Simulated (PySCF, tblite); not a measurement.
**C4H15BN2Si: geometry, infrared bands and NMR shifts**

What infrared bands and NMR shifts should C4H15BN2Si (`C=C(C)[B@H-](NC)[NH2+][SiH3]`) show?

Programs: tblite 0.8.0 and PySCF 2.14.0, with density-fitted response routines of our own. Each step states its level of theory. These are calculated values for one molecule in the gas phase, unless marked as measured. Atoms are numbered from 0 throughout.

### Step 1. Starting geometry

23 atoms, charge 0, multiplicity 1; geometry from: force field or distance geometry start.

Bonds of the start (Å): C0–C1 1.32, C1–C2 1.51, C1–B3 1.60, B3–N4 1.48, N4–C5 1.40, B3–N6 1.51, N6–Si7 1.80, C0–H8 1.09, C0–H9 1.08, C2–H10 1.09, C2–H11 1.11, C2–H12 1.13, B3–H13 1.20, N4–H14 1.04, C5–H15 1.10, C5–H16 1.13, C5–H17 1.11, N6–H18 1.04, N6–H19 1.04, Si7–H20 1.47, Si7–H21 1.46, Si7–H22 1.46.

### Step 2. Geometry optimisation with GFN2-xTB

The job: settings as JSON, then the geometry in Å.

```
{"job": {"kind": "relax", "xc": "GFN2-xTB", "basis": "xTB"}, "charge": 0, "multiplicity": 1}
C     -1.645400    -0.685100    -1.514100
C     -1.299300    -0.618900    -0.240900
C     -2.123200    -1.354200     0.793200
B     -0.008800     0.203200     0.212200
N     -0.382600     1.637100     0.134400
C      0.546200     2.619400     0.495100
N      1.135400    -0.261200    -0.649700
Si     2.353300    -1.251000     0.236800
H     -1.007000    -0.141000    -2.208400
H     -2.529000    -1.239900    -1.800500
H     -1.461600    -1.728700     1.579900
H     -2.639500    -2.167300     0.249100
H     -2.913100    -0.660100     1.217900
H      0.245900    -0.109200     1.342700
H     -1.166200     1.898400    -0.489700
H      1.299500     2.282500     1.225700
H      0.014100     3.475900     1.009600
H      1.016700     3.070500    -0.408300
H      1.607600     0.530500    -1.133500
H      0.742900    -0.884000    -1.382300
H      3.564600    -1.302800    -0.596800
H      2.733400    -0.659500     1.515600
H      1.911500    -2.627700     0.422100
```

Run with:

```console
$ OMP_NUM_THREADS=1 python probes_run.py task.json out
```

One launch serves the whole session: the jobs run in the order shown.

**Question.** This job is followed by: GFN2-xTB harmonic vibrations, gas phase; GIAO PBE0/pcSseg-1 NMR shielding, non-relativistic, gas phase. What will the session give for the following? strongest single infrared mode (GFN2-xTB); zero-point energy (GFN2-xTB); ¹³C shifts against TMS (PBE0/pcSseg-1); ¹H shifts against TMS (PBE0/pcSseg-1); ¹¹B shifts against BF3·OEt2 (PBE0/pcSseg-1); ¹⁵N shifts against NH3 (PBE0/pcSseg-1); ²⁹Si shifts against TMS (PBE0/pcSseg-1).

**Answer**, as computed:

```
                                   quantity                                                                                            value
  strongest single infrared mode (GFN2-xTB)                                                                            2180 cm⁻¹, 405 km/mol
               zero-point energy (GFN2-xTB)                                                                                   116.0 kcal/mol
     ¹³C shifts against TMS (PBE0/pcSseg-1)                                                                     157.8, 128.3, 38.0, 29.9 ppm
      ¹H shifts against TMS (PBE0/pcSseg-1)  5.82, 5.49, 4.81, 4.78, 4.52, 4.44, 4.22, 3.29, 3.22, 3.02, 2.25, 2.11, 1.85, 0.27 ppm and more
¹¹B shifts against BF3·OEt2 (PBE0/pcSseg-1)                                                                                         34.0 ppm
     ¹⁵N shifts against NH3 (PBE0/pcSseg-1)                                                                                  120.6, 12.3 ppm
    ²⁹Si shifts against TMS (PBE0/pcSseg-1)                                                                                        -58.6 ppm
```

The optimisation took 156 steps and gained 1.323 eV; among the close pairs (by a distance rule), B3–N6 changed most, from 1.506 to 3.202 Å. The lowest mode is imaginary (23i cm⁻¹), so the xTB geometry is not a minimum. The strongest single mode, at 2180 cm⁻¹, moves mainly H21. GFN2-xTB is a fitted tight-binding method: band positions and strengths are rough. Its intensities can rank the bands wrongly. The structure rearranged or came apart on optimisation; the results belong to the end geometry, not to the formula as drawn. Shifts at one fixed geometry are not the observed spectrum, which averages over the motion. At PBE0/pcSseg-1: The widest tensor belongs to C1: span 275 ppm, with a paramagnetic part of -235 ppm.
